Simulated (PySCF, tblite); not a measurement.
# C7H6OSi: excited states, first hyperpolarisability

Aim: compute the excited states, first hyperpolarisability of C7H6OSi (`C#CC1=CC=C(C=O)[SiH2]1`).

Computed with tblite 0.8.0 and PySCF 2.14.0 and routines of our own; the level stands in each step. Atoms count from 0.

## 1. The starting structure

15 atoms, charge 0, multiplicity 1; geometry from: force field or distance geometry start.

## 2. Optimising the geometry with GFN2-xTB

The job: settings as JSON, then the geometry in Å.

```
{"job": {"kind": "relax", "xc": "GFN2-xTB", "basis": "xTB"}, "charge": 0, "multiplicity": 1}
C     -3.304700    -0.406200    -1.529200
C     -2.297200    -0.205500    -0.936900
C     -1.088100     0.019600    -0.211300
C     -0.948300     0.829000     0.850000
C      0.405300     0.871900     1.401800
C      1.294800     0.112900     0.728900
C      2.719900    -0.002900     1.066600
O      3.506200    -0.704000     0.446100
Si     0.535300    -0.802800    -0.702100
H     -4.224500    -0.574800    -2.056200
H     -1.753800     1.390000     1.308100
H      0.629900     1.483900     2.259600
H      3.045900     0.586100     1.951000
H      1.004900    -0.325500    -2.033900
H      0.469900    -2.263800    -0.506700
```

The run is started by

```sh
OMP_NUM_THREADS=1 python excited_run.py task.json out
```

The driver reads the jobs from task.json and runs them one after another.

The log of the run:

```text
step      E/eV     max force
  0    -644.75339    3.025
  1    -644.65337    6.411
  2    -644.86685    0.598
  3    -644.87543    0.483
  4    -644.88127    0.282
  5    -644.88747    0.206
  6    -644.88986    0.172
  7    -644.89107    0.063
  8    -644.89169    0.064
  9    -644.89257    0.096
 10    -644.89326    0.089
 11    -644.89372    0.063
 12    -644.89404    0.051
 13    -644.89437    0.058
 14    -644.89475    0.059
 15    -644.89508    0.062
 16    -644.89536    0.055
 17    -644.89567    0.056
 18    -644.89602    0.060
 19    -644.89634    0.047
 20    -644.89663    0.038
 21    -644.89694    0.049
 22    -644.89730    0.062
 23    -644.89762    0.054
 24    -644.89780    0.032
 25    -644.89790    0.026
 26    -644.89800    0.033
 27    -644.89813    0.044
 28    -644.89825    0.035
 29    -644.89832    0.015
 30    -644.89836    0.019
 31    -644.89841    0.026
 32    -644.89847    0.026
 33    -644.89852    0.020
 34    -644.89856    0.017
 35    -644.89859    0.013
 36    -644.89862    0.015
 37    -644.89863    0.011
 38    -644.89865    0.012
 39    -644.89868    0.017
 40    -644.89874    0.028
 41    -644.89883    0.034
 42    -644.89890    0.023
 43    -644.89894    0.010
```

Wall time 0.46 s (1 thread of Arm Neoverse N1, shared host); peak memory 0.18 GiB.

The steps of the relaxation: (not every step is listed) (the energy doesn't fall at every step)

| step | energy from step 0 (eV) | largest force (eV/Å) |
| --- | --- | --- |
| 0 | 0.0000 | 3.0251 |
| 1 | 0.1000 | 6.4113 |
| 2 | -0.1135 | 0.5976 |
| 3 | -0.1220 | 0.4826 |
| 4 | -0.1279 | 0.2822 |
| 5 | -0.1341 | 0.2063 |
| 6 | -0.1365 | 0.1717 |
| 7 | -0.1377 | 0.0631 |
| 8 | -0.1383 | 0.0641 |
| 11 | -0.1403 | 0.0633 |
| 14 | -0.1414 | 0.0592 |
| 17 | -0.1423 | 0.0561 |
| 20 | -0.1432 | 0.0380 |
| 23 | -0.1442 | 0.0544 |
| 26 | -0.1446 | 0.0335 |
| 29 | -0.1449 | 0.0154 |
| 32 | -0.1451 | 0.0262 |
| 35 | -0.1452 | 0.0131 |
| 38 | -0.1453 | 0.0116 |
| 39 | -0.1453 | 0.0174 |
| 40 | -0.1454 | 0.0278 |
| 41 | -0.1454 | 0.0337 |
| 42 | -0.1455 | 0.0235 |
| 43 | -0.1456 | 0.0095 |

Distances of close pairs at the start and the end, largest changes first:

| bond | before (Å) | after (Å) | change (Å) |
| --- | --- | --- | --- |
| C1–C2 | 1.428 | 1.391 | -0.037 |
| C5–C6 | 1.469 | 1.438 | -0.031 |
| Si8–H13 | 1.491 | 1.460 | -0.031 |
| C5–Si8 | 1.861 | 1.891 | +0.030 |
| C2–Si8 | 1.885 | 1.915 | +0.030 |
| C3–C4 | 1.462 | 1.434 | -0.029 |
| C0–H9 | 1.073 | 1.049 | -0.025 |
| C0–C1 | 1.186 | 1.205 | +0.019 |

The next job starts from the end point, and lists it.

## 3. Infrared spectrum with GFN2-xTB

The job: settings as JSON, then the geometry in Å.

```
{"job": {"kind": "ir", "xc": "GFN2-xTB", "basis": "xTB"}, "charge": 0, "multiplicity": 1}
C     -3.355306    -0.368154    -1.499707
C     -2.324484    -0.181956    -0.903969
C     -1.108129    -0.003775    -0.253713
C     -0.928986     0.794385     0.829589
C      0.402763     0.846390     1.357683
C      1.338717     0.095819     0.722117
C      2.722917     0.019263     1.104982
O      3.552590    -0.652876     0.531896
Si     0.553958    -0.826441    -0.730635
H     -4.258584    -0.522184    -2.010028
H     -1.724552     1.366480     1.285371
H      0.621425     1.460641     2.221231
H      3.002296     0.633391     1.987238
H      1.006944    -0.377555    -2.043877
H      0.494017    -2.275438    -0.562540
```

The log of the run:

```text
mode    cm-1     km/mol
  1      67.6      2.61
  2     100.1      3.06
  3     120.2      5.55
  4     156.1      6.92
  5     206.9      0.05
  6     273.8      1.89
  7     344.2      8.47
  8     382.3      1.38
  9     397.3      1.48
 10     398.8      5.69
 11     519.4    111.61
 12     545.0      9.12
 13     569.4     19.67
 14     575.4      5.52
 15     602.2     81.74
 16     625.2      4.13
 17     646.3      0.59
 18     656.5     15.23
 19     711.9      1.64
 20     739.6    193.27
 21     823.1     38.81
 22     880.0      0.02
 23     922.2      0.46
 24    1050.3     25.07
 25    1183.9     45.17
 26    1217.5     13.11
 27    1244.0     47.45
 28    1287.9     68.48
 29    1368.2      3.49
 30    1487.9    330.10
 31    1583.0     43.71
 32    1701.4    511.63
 33    2210.4     11.04
 34    2293.8    112.54
 35    2297.8    407.26
 36    2723.1    195.29
 37    3053.3     32.29
 38    3072.4     46.61
 39    3395.3      7.49
```

It took 0.87 s on 1 thread of Arm Neoverse N1, shared host; peak memory 0.18 GiB.

The strongest bands and the atoms that carry them (share of the mass-weighted mode):

| cm⁻¹ | km/mol | atoms |
| --- | --- | --- |
| 519 | 111.6 | H13 20 %, H14 20 %, C5 19 %, Si8 13 % |
| 602 | 81.7 | H14 33 %, H13 33 %, C6 11 % |
| 740 | 193.3 | H14 43 %, H13 43 %, Si8 11 % |
| 1488 | 330.1 | C2 31 %, C3 25 %, C5 23 %, C4 16 % |
| 1701 | 511.6 | C6 60 %, O7 38 % |
| 2294 | 112.5 | H14 53 %, H13 45 % |
| 2298 | 407.3 | H13 52 %, H14 44 % |
| 2723 | 195.3 | H12 94 % |

## 4. Excited states: TDA CAM-B3LYP/def2-SVP

Settings changed since step 3:

```diff
@@ -1,2 +1,2 @@
-{"job": {"kind": "ir", "xc": "GFN2-xTB", "basis": "xTB"}, "charge": 0, "multiplicity": 1}
+{"job": {"kind": "states", "xc": "CAM-B3LYP", "basis": "def2-SVP", "tda": true, "soc": true, "nstates": 8, "ntriplets": 6, "nquad": 4}, "charge": 0, "multiplicity": 1}
 C     -3.355306    -0.368154    -1.499707
```

With the program's defaults for keys left out, this is: TDA CAM-B3LYP/def2-SVP excited states, vertical, gas phase, spin-orbit mean-field couplings.

The log of the run:

```text
coarse grid: 14032 points
cycle   1  E = -634.1560192634  dE =  1.732e+00  |g| = 8.341e-01  |ddm| = 4.740e+00
cycle   2  E = -633.8829455086  dE =  2.731e-01  |g| = 1.469e+00  |ddm| = 4.016e+00
cycle   3  E = -634.3151241319  dE = -4.322e-01  |g| = 1.000e-01  |ddm| = 2.969e+00
cycle   4  E = -634.3176086951  dE = -2.485e-03  |g| = 5.580e-02  |ddm| = 1.819e-01
cycle   5  E = -634.3184369728  dE = -8.283e-04  |g| = 1.693e-02  |ddm| = 9.066e-02
cycle   6  E = -634.3185127825  dE = -7.581e-05  |g| = 6.964e-03  |ddm| = 2.802e-02
cycle   7  E = -634.3185294470  dE = -1.666e-05  |g| = 3.351e-03  |ddm| = 1.546e-02
cycle   8  E = -634.3185333142  dE = -3.867e-06  |g| = 1.296e-03  |ddm| = 7.314e-03
final grid: 133824 points
cycle   9  E = -634.4324639188  dE = -2.614e-05  |g| = 3.054e-03  |ddm| = 2.567e-02
cycle  10  E = -634.4324624328  dE =  1.486e-06  |g| = 4.207e-03  |ddm| = 8.444e-03
cycle  11  E = -634.4324664818  dE = -4.049e-06  |g| = 6.544e-04  |ddm| = 5.459e-03
cycle  12  E = -634.4324665780  dE = -9.615e-08  |g| = 1.617e-04  |ddm| = 8.761e-04
cycle  13  E = -634.4324665858  dE = -7.811e-09  |g| = 9.671e-05  |ddm| = 3.021e-04
cycle  14  E = -634.4324665884  dE = -2.597e-09  |g| = 2.186e-05  |ddm| = 1.430e-04
cycle  15  E = -634.4324665887  dE = -2.967e-10  |g| = 1.534e-05  |ddm| = 6.059e-05
converged SCF energy = -634.4324665887

Singlet excitations
state   eV       nm        f     d(h-e)  d(exc)  Lambda  PR(NTO)  |dmu|/D   mu/D   main configurations
  1   3.4761   356.7   0.00017   1.677   3.196   0.408   1.021    4.538    2.533   H-1->L 0.82, H-1->L+1 0.14
  2   3.9192   316.4   0.46805   0.705   3.350   0.801   1.132    1.949    4.781   H->L 0.93
  3   4.0906   303.1   0.00053   1.587   3.432   0.432   1.056    4.595    6.836   H-2->L 0.90
  4   5.5320   224.1   0.00246   0.533   2.868   0.494   1.310    0.898    2.275   H-4->L 0.83
  5   5.9148   209.6   0.02527   0.347   3.790   0.766   1.530                     H-3->L 0.75, H->L+1 0.16
  6   6.0595   204.6   0.00000   1.515   3.374   0.438   1.428                     H-1->L+1 0.50, H-6->L 0.15, H-1->L 0.11
  7   6.2420   198.6   0.00017   0.768   3.152   0.380   1.141                     H->L+2 0.50, H->L+3 0.30
  8   6.2770   197.5   0.03062   0.999   3.049   0.669   2.735                     H->L+1 0.43, H-5->L 0.26, H-2->L+3 0.08

Triplet excitations (Tamm-Dancoff)
state   eV     d(h-e)  d(exc)  Lambda  PR(NTO)   main configurations
  1   1.9086   0.199   3.078   0.811   1.078   H->L 0.93
  2   3.0034   1.500   3.000   0.410   1.015   H-1->L 0.74, H-1->L+1 0.20
  3   3.8043   1.430   3.317   0.432   1.070   H-2->L 0.85
  4   3.9218   0.240   2.632   0.758   1.951   H-3->L 0.56, H->L+1 0.29
  5   5.1391   0.607   2.814   0.492   1.331   H-4->L 0.80
  6   5.2124   0.810   2.967   0.697   2.242   H-5->L 0.20, H->L+1 0.15, H-7->L 0.15
S1 - T1 = 1.5675 eV

Spin-orbit couplings |<S|Hso|T>| (cm-1)
             T1       T2       T3       T4       T5       T6
S0        0.120   46.937    5.214    0.057   14.919    0.608
S1       13.026    0.406    2.092   14.566    8.981   10.917
S2        0.017   11.865    9.397    0.015    4.071    0.023
S3        7.128    1.396    0.180    6.865   15.018    5.995
S4        4.632    7.979   15.790    8.886    1.165    7.979
S5        0.017    6.928    6.908    0.011    5.292    0.042
S6        4.500    1.988    0.479    1.547    5.638    9.882
S7        4.896    1.385    2.066    3.209    2.732    4.042
S8        0.042    7.947    5.604    0.017    3.906    0.082
T1 sublevels (cm-1): 0.000 0.000 0.005   radiative rates (1/s): 0.00152 0.00257 0.0636
```

It took 63 s on 1 thread of Arm Neoverse N1, shared host; peak memory 0.8 GiB.

Key values:

| quantity | value |
| --- | --- |
| S1 less T1 | 1.57 eV |

The fields below are evaluated on a grid from the run's orbitals.

Frontier orbitals at CAM-B3LYP/def2-SVP, with the share of their density that lies nearest to each atom:

| orbital | energy (eV) | lies on |
| --- | --- | --- |
| HOMO | -7.87 | 4 C atoms about 18 % each; C1 8 %; O7 7 % |
| LUMO | -1.72 | C2, C4 about 17 % each; C5 14 %; C0, C3 about 9 % each |

ELF in a plane through or near 13 of the atoms.

Ten even steps from ' ' (0.00) to '@' (1.00):
```
                                                        
                                                        
                                                        
                                                        
            ..::--..    ..::::..                        
          ::**##%%**    ::--==::        ..              
          ++%%%%@@##  ....::  ::..    --==::            
          **@@++++==  ##--##++++==  ==##**++**##::      
          --++####====%%%%....@@##==**%%**##@@@@%%      
            ..++====++::##--##**::@@==####::@@@@@@..    
          ..%%@@####==--**  ==..##@@--%%--++@@@@##      
          %%@@@@@@..==%%==**==@@##==**%%##**==::        
          ##@@@@%%  --::@@@@::::++  ::++++++::          
            ++++  ::@@@@####++@@@@::  ..::..            
                  **@@@@%%..##@@@@##                    
                  **@@@@**  **@@@@@@                    
                  ..%%##..  ::@@@@++                    
                                                        
                                                        
                                                        
```
The map spans 14.8 Å across and 9.7 Å up, centred on the molecule. Atoms in the plane (x, y in Å): C0 (3.7, 0.2), C1 (2.6, 0.0), C2 (1.2, -0.1), C3 (0.5, -1.3), C4 (-0.9, -1.2), C5 (-1.5, 0.0), C6 (-2.9, 0.3), O7 (-3.4, 1.4), Si8 (-0.1, 1.3), H9 (4.8, 0.3), H10 (1.0, -2.3), H11 (-1.5, -2.1), H12 (-3.5, -0.6).

log10 of the density (e/Å³) in the same plane.

Ten even steps from '0' (-4.0) to '9' (1.8):
```
0000000000000000000000000000
0000000000000110000000000000
0000000000012221100000000000
0000001222223333210000000000
0000023443234444321110000000
0000135665445554432222210000
0000246776455765433443321000
0000247886566986545555542100
0000246776666766666666653200
0000235697787667778797764200
0000235777787567878777653200
0000245665677677766665532100
0000135554679787655544321000
0000123334677677643333210000
0000012234676567643221100000
0000000123554445542100000000
0000000012333334431000000000
0000000001121122210000000000
0000000000000001100000000000
0000000000000000000000000000
```
The map spans 14.8 Å across and 9.7 Å up, centred on the molecule. Atoms in the plane (x, y in Å): C0 (3.7, 0.2), C1 (2.6, 0.0), C2 (1.2, -0.1), C3 (0.5, -1.3), C4 (-0.9, -1.2), C5 (-1.5, 0.0), C6 (-2.9, 0.3), O7 (-3.4, 1.4), Si8 (-0.1, 1.3), H9 (4.8, 0.3), H10 (1.0, -2.3), H11 (-1.5, -2.1), H12 (-3.5, -0.6).

On the surface of density 0.002 e/bohr³ the electrostatic potential runs, from the 1st to the 99th percentile, from -1.68 V near O7 to 1.45 V near H9.

## 5. Excited states: TDDFT B3LYP/def2-SVPD

Settings changed since step 4:

```diff
@@ -1,2 +1,2 @@
-{"job": {"kind": "states", "xc": "CAM-B3LYP", "basis": "def2-SVP", "tda": true, "soc": true, "nstates": 8, "ntriplets": 6, "nquad": 4}, "charge": 0, "multiplicity": 1}
+{"job": {"kind": "states", "xc": "B3LYP", "basis": "def2-SVPD", "tpa": true, "nstates": 6, "nquad": 5, "ntriplets": 0}, "charge": 0, "multiplicity": 1}
 C     -3.355306    -0.368154    -1.499707
```

Level: TDDFT B3LYP/def2-SVPD excited states, vertical, gas phase, two-photon moments by quadratic response.

The log of the run:

```text
coarse grid: 14032 points
cycle   1  E = -634.3936326998  dE =  1.452e+00  |g| = 8.225e-01  |ddm| = 1.715e+01
cycle   2  E = -632.1307710368  dE =  2.263e+00  |g| = 2.543e+00  |ddm| = 4.731e+00
cycle   3  E = -634.3603206308  dE = -2.230e+00  |g| = 7.377e-01  |ddm| = 3.193e+00
cycle   4  E = -634.5371334657  dE = -1.768e-01  |g| = 1.852e-01  |ddm| = 1.809e+00
cycle   5  E = -634.5346415818  dE =  2.492e-03  |g| = 2.027e-01  |ddm| = 7.347e-01
cycle   6  E = -634.5454505239  dE = -1.081e-02  |g| = 4.874e-02  |ddm| = 4.879e-01
cycle   7  E = -634.5459730636  dE = -5.225e-04  |g| = 1.842e-02  |ddm| = 1.131e-01
cycle   8  E = -634.5460523243  dE = -7.926e-05  |g| = 7.343e-03  |ddm| = 4.485e-02
cycle   9  E = -634.5460656564  dE = -1.333e-05  |g| = 2.306e-03  |ddm| = 1.976e-02
cycle  10  E = -634.5460670983  dE = -1.442e-06  |g| = 9.161e-04  |ddm| = 7.844e-03
final grid: 133824 points
cycle  11  E = -634.6572575474  dE = -3.138e-05  |g| = 5.395e-03  |ddm| = 2.066e-01
cycle  12  E = -634.6572348899  dE =  2.266e-05  |g| = 1.085e-02  |ddm| = 3.644e-02
cycle  13  E = -634.6572645936  dE = -2.970e-05  |g| = 1.956e-03  |ddm| = 2.413e-02
cycle  14  E = -634.6572654837  dE = -8.901e-07  |g| = 3.090e-04  |ddm| = 4.734e-03
cycle  15  E = -634.6572655037  dE = -1.995e-08  |g| = 1.692e-04  |ddm| = 1.400e-03
cycle  16  E = -634.6572655101  dE = -6.402e-09  |g| = 6.319e-05  |ddm| = 3.839e-04
cycle  17  E = -634.6572655111  dE = -9.559e-10  |g| = 1.874e-05  |ddm| = 1.532e-04
converged SCF energy = -634.6572655111

Singlet excitations
state   eV       nm        f     d(h-e)  d(exc)  Lambda  PR(NTO)  |dmu|/D   mu/D   delta(TPA)   sigma/GM   main configurations
  1   2.9727   417.1   0.00009   2.461   3.854   0.388   1.005    5.703    3.187        0.50      0.002   H-1->L 0.96
  2   3.3881   365.9   0.32822   0.842   3.575   0.792   1.182    1.622    5.001      394.78      1.660   H->L 0.97
  3   3.5750   346.8   0.00021   2.155   3.875   0.426   1.011    5.133    7.938        1.18      0.006   H-2->L 0.98
  4   5.0794   244.1   0.01029   0.574   4.258   0.763   1.757    1.279    4.558     3556.59     33.618   H-3->L 0.72, H->L+1 0.26
  5   5.1325   241.6   0.00058   0.802   3.154   0.489   1.386    1.413    2.171        1.98      0.019   H-4->L 0.82, H-1->L+1 0.13
  6   5.2751   235.0   0.00085   1.898   3.655   0.433   1.363                                            H-1->L+1 0.75, H-4->L 0.15
```

Run time: 82 s. Hardware: 1 thread of Arm Neoverse N1, shared host; peak memory 0.94 GiB.

## 6. First hyperpolarisability: quadratic response B3LYP/def2-SVPD

Settings changed since step 5:

```diff
@@ -1,2 +1,2 @@
-{"job": {"kind": "states", "xc": "B3LYP", "basis": "def2-SVPD", "tpa": true, "nstates": 6, "nquad": 5, "ntriplets": 0}, "charge": 0, "multiplicity": 1}
+{"job": {"kind": "beta", "xc": "B3LYP", "basis": "def2-SVPD", "wavelengths": [1550, 1064, 694.3]}, "charge": 0, "multiplicity": 1}
 C     -3.355306    -0.368154    -1.499707
```

Level: quadratic response B3LYP/def2-SVPD first hyperpolarisability, Taylor convention, gas phase.

The log of the run:

```text
coarse grid: 14032 points
cycle   1  E = -634.3936326998  dE =  1.452e+00  |g| = 8.225e-01  |ddm| = 1.715e+01
cycle   2  E = -632.1307710368  dE =  2.263e+00  |g| = 2.543e+00  |ddm| = 4.731e+00
cycle   3  E = -634.3603206308  dE = -2.230e+00  |g| = 7.377e-01  |ddm| = 3.193e+00
cycle   4  E = -634.5371334657  dE = -1.768e-01  |g| = 1.852e-01  |ddm| = 1.809e+00
cycle   5  E = -634.5346415818  dE =  2.492e-03  |g| = 2.027e-01  |ddm| = 7.347e-01
cycle   6  E = -634.5454505239  dE = -1.081e-02  |g| = 4.874e-02  |ddm| = 4.879e-01
cycle   7  E = -634.5459730636  dE = -5.225e-04  |g| = 1.842e-02  |ddm| = 1.131e-01
cycle   8  E = -634.5460523243  dE = -7.926e-05  |g| = 7.343e-03  |ddm| = 4.485e-02
cycle   9  E = -634.5460656564  dE = -1.333e-05  |g| = 2.306e-03  |ddm| = 1.976e-02
cycle  10  E = -634.5460670983  dE = -1.442e-06  |g| = 9.161e-04  |ddm| = 7.844e-03
final grid: 133824 points
cycle  11  E = -634.6572575474  dE = -3.138e-05  |g| = 5.395e-03  |ddm| = 2.066e-01
cycle  12  E = -634.6572348899  dE =  2.266e-05  |g| = 1.085e-02  |ddm| = 3.644e-02
cycle  13  E = -634.6572645936  dE = -2.970e-05  |g| = 1.956e-03  |ddm| = 2.413e-02
cycle  14  E = -634.6572654837  dE = -8.901e-07  |g| = 3.090e-04  |ddm| = 4.734e-03
cycle  15  E = -634.6572655037  dE = -1.995e-08  |g| = 1.692e-04  |ddm| = 1.400e-03
cycle  16  E = -634.6572655101  dE = -6.402e-09  |g| = 6.319e-05  |ddm| = 3.839e-04
cycle  17  E = -634.6572655111  dE = -9.559e-10  |g| = 1.874e-05  |ddm| = 1.532e-04
converged SCF energy = -634.6572655111

Lowest singlets (eV, f): 2.9727 0.0001  3.3881 0.3282  3.5750 0.0002

First hyperpolarisability (au)
process     nm      |vector|   parallel      HRS      DR
static         -     1103.55     456.01     466.86   4.666
shg       1550.0     1521.30     635.52     640.38   4.753
eope      1550.0     1220.28     506.02          -       -
shg       1064.0     2409.75    1020.74     1009.2   4.851
eope      1064.0     1375.62     572.77          -       -
eope       694.3     1947.75     820.11          -       -
```

It took 82 s on 1 thread of Arm Neoverse N1, shared host; peak memory 0.93 GiB.

Warnings kept with the result: second harmonic within 0.3 eV of the first excitation or beyond it: left out.

## 7. Outcome

```
                                             quantity                                                   value
            strongest single infrared mode (GFN2-xTB)                                   1701 cm⁻¹, 512 km/mol
                         zero-point energy (GFN2-xTB)                                           60.7 kcal/mol
          S1 less T1 (step 4, TDA CAM-B3LYP/def2-SVP)                                                 1.57 eV
                surface potential, 1st and 99th percentile                                      -1.68 V and 1.45 V
β vector (step 6, quadratic response B3LYP/def2-SVPD)  static 1104, SHG 1550.0 nm 1521, SHG 1064.0 nm 2410 au
```

What this shows: No mode is imaginary among the 39: a minimum at this level. The strongest single mode, at 1701 cm⁻¹, moves mainly C6 and O7. Unscaled tight-binding wavenumbers are off by several per cent, some by more. Its intensities can rank the bands wrongly. In step 4, the number of triplets below S1 is 2, and the largest singlet-triplet spin-orbit coupling is S0–T2, 46.94 cm⁻¹. By nearest atom (CAM-B3LYP/def2-SVP), the HOMO sits on 4 C atoms about 18 % each; C1 8 % and the LUMO on C2, C4 about 17 % each; C5 14 %. β grows from 1104 au (static) to 2410 au for doubling at 1064.0 nm: normal dispersion, which grows as twice the photon energy moves toward the bright states.
